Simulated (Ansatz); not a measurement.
Crystal: SiNi2.

```xyz
12
Lattice="4.9900 0.0000 0.0000 0.0000 3.7200 0.0000 0.0000 0.0000 7.0300" Properties=species:S:1:pos:R:3 pbc="T T T"
Ni    1.6218    2.7900    6.5871
Ni    3.3683    0.9300    0.4429
Ni    0.8732    0.9300    3.0721
Ni    4.1167    2.7900    3.9579
Ni    2.2854    2.7900    2.0879
Ni    2.7046    0.9300    4.9421
Ni    0.2096    0.9300    5.6029
Ni    4.7804    2.7900    1.4271
Si    3.9221    2.7900    6.2286
Si    1.0679    0.9300    0.8014
Si    3.5629    0.9300    2.7136
Si    1.4271    2.7900    4.3164
```

```yaml
Program: Ansatz 0.2.0
Task: relaxation of cell and atoms
Functional: PBE
Potentials_or_basis: Ansatz PAW
Cutoff: "420 eV (not typed: the program's choice for these potentials)"
k_mesh: 6 × 7 × 4
Occupations: fermi-dirac, width 0.05 eV
Spin: collinear spin, ferromagnetic start
Starting_moments: "[1.0, 1.0, 1.0, 1.0, 1.0, 1.0, 1.0, 1.0, 0.0, 0.0, 0.0, 0.0] μB"
```

At the start: volume 10.87 Å³/atom.

Problem. How do energy, volume and symmetry change on relaxing?

Solution. It ends after 5 steps and the volume is 11.05 Å³/atom (+1.6 %); space group Pnma (No. 62, to 0.05 Å); moment 0.00 μB per cell.

Step by step:
```csv
step,energy change (eV),largest force (eV/Å),volume (Å³)
1,0.0000,0.3691,130.50
2,-0.0333,0.2247,131.57
3,-0.0480,0.0243,132.53
4,-0.0483,0.0030,132.56
5,-0.0489,0.0030,132.56
```

Final structure:
```
CELL_PARAMETERS angstrom
5.02215 0.00000 0.00000
0.00000 3.73304 0.00000
0.00000 0.00000 7.07051
ATOMIC_POSITIONS crystal
Ni 0.33072 0.75000 0.93973
Ni 0.66928 0.25000 0.06027
Ni 0.16928 0.25000 0.43973
Ni 0.83072 0.75000 0.56027
Ni 0.45910 0.75000 0.29610
Ni 0.54090 0.25000 0.70390
Ni 0.04090 0.25000 0.79610
Ni 0.95910 0.75000 0.20390
Si 0.78702 0.75000 0.88549
Si 0.21298 0.25000 0.11451
Si 0.71298 0.25000 0.38549
Si 0.28702 0.75000 0.61451
```

Caveat: the plane-wave basis is chosen anew once the cell has moved, so the energies of steps on either side of that aren't comparable; the starting moments weren't kept.
